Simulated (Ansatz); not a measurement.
# ClH₅N₃Ta: how energies converge with the basis set

Aim: see how fast density functionals converge with the basis set for ClH₅N₃Ta.

Method: one geometry, several basis sets; program: Ansatz 0.2.0, Gaussian basis.

The runs, in order: PBE0-D4/def2-SVP; ωB97M-V/def2-SVP; PBE0-D4/def2-QZVPP; ωB97M-V/def2-QZVPP; the functionals' def2-TZVPP values are taken from earlier runs.

## 1. The relaxed structure

The geometry comes from an earlier relaxation with PBE0-D4 in a triple-zeta def2 set; it is a stationary point, not always the lowest conformer. Ta takes the def2 core potential; no spin-orbit term is included.

SMILES `[NH]=[Ta]([NH2])([NH2])[Cl]`, 10 atoms, charge 0, spin multiplicity 1.

Atoms are counted from 1 here; the program's logs count them from 0.

Bond lengths: N1–Ta2 1.761 Å, N1–H6 1.006 Å, Ta2–N3 1.978 Å, Ta2–N4 1.978 Å, Ta2–Cl5 2.339 Å, N3–H7 1.008 Å, N3–H8 1.011 Å, N4–H9 1.008 Å, N4–H10 1.011 Å. Angles: Ta2–N1–H6 171.7°, N1–Ta2–N3 105.6°, N1–Ta2–N4 105.6°, N1–Ta2–Cl5 113.8°, N3–Ta2–N4 112.0°, N3–Ta2–Cl5 109.9°, N4–Ta2–Cl5 109.9°, Ta2–N3–H7 125.6°, Ta2–N3–H8 124.2°, H7–N3–H8 110.0°, Ta2–N4–H9 125.6°, Ta2–N4–H10 124.2°, H9–N4–H10 110.0°.

Geometry (Å):

```
N    -1.30584    0.31195   -1.26315
Ta    0.19259    0.28488   -0.33790
N     0.73107   -1.61651   -0.25447
N    -0.27158    1.00307    1.44562
Cl    1.91123    1.55743   -1.28516
H    -2.09070    0.41466   -1.88422
H     0.23446   -2.38537   -0.67640
H     1.50447   -1.96406    0.29587
H    -1.18449    1.32197    1.72963
H     0.36199    1.02087    2.23308
```

## 2. PBE0-D4 in def2-SVP

in.yaml

```yaml
crystal:
  periodic: [false, false, false]
  atoms:
    - {symbol: N, position_ang: [-1.305841, 0.311954, -1.263154]}
    - {symbol: Ta, position_ang: [0.192595, 0.284877, -0.337903]}
    - {symbol: N, position_ang: [0.731070, -1.616514, -0.254474]}
    - {symbol: N, position_ang: [-0.271575, 1.003070, 1.445624]}
    - {symbol: Cl, position_ang: [1.911230, 1.557434, -1.285161]}
    - {symbol: H, position_ang: [-2.090701, 0.414661, -1.884221]}
    - {symbol: H, position_ang: [0.234460, -2.385367, -0.676398]}
    - {symbol: H, position_ang: [1.504467, -1.964055, 0.295871]}
    - {symbol: H, position_ang: [-1.184491, 1.321973, 1.729634]}
    - {symbol: H, position_ang: [0.361987, 1.020868, 2.233083]}
basis:
  gaussian: {orbitals: def2-SVP}
hamiltonian: {xc: pbe0, dispersion: d4}
output: {orbitals: {seedname: orbitals}}
```

Run with:

```
> ansatz run in.yaml --threads 4 --pin off --events-out ev --progress --plain --max-ram 10444MiB
```

Further steps of the session: ωB97M-V in def2-SVP; PBE0-D4 in def2-QZVPP; ωB97M-V in def2-QZVPP.

**Question.** What will the summary of the whole plan be? Wanted: PBE0-D4: double and triple zeta above quadruple; ωB97M-V: double and triple zeta above quadruple.

The runs gave:

| quantity | value |
| --- | --- |
| PBE0-D4: double and triple zeta above quadruple | 10.90, 0.66 eV |
| ωB97M-V: double and triple zeta above quadruple | 11.04, 0.63 eV |

For PBE0-D4 the step from double to triple zeta gains 10.23 eV and the next only 0.66 eV. These are total energies; as a rule much of such shifts cancels in differences, which this series doesn't test. The LUMO of ωB97M-V is positive and keeps falling with the basis (1.46 to 0.64 eV): an unbound level that the basis holds in place.
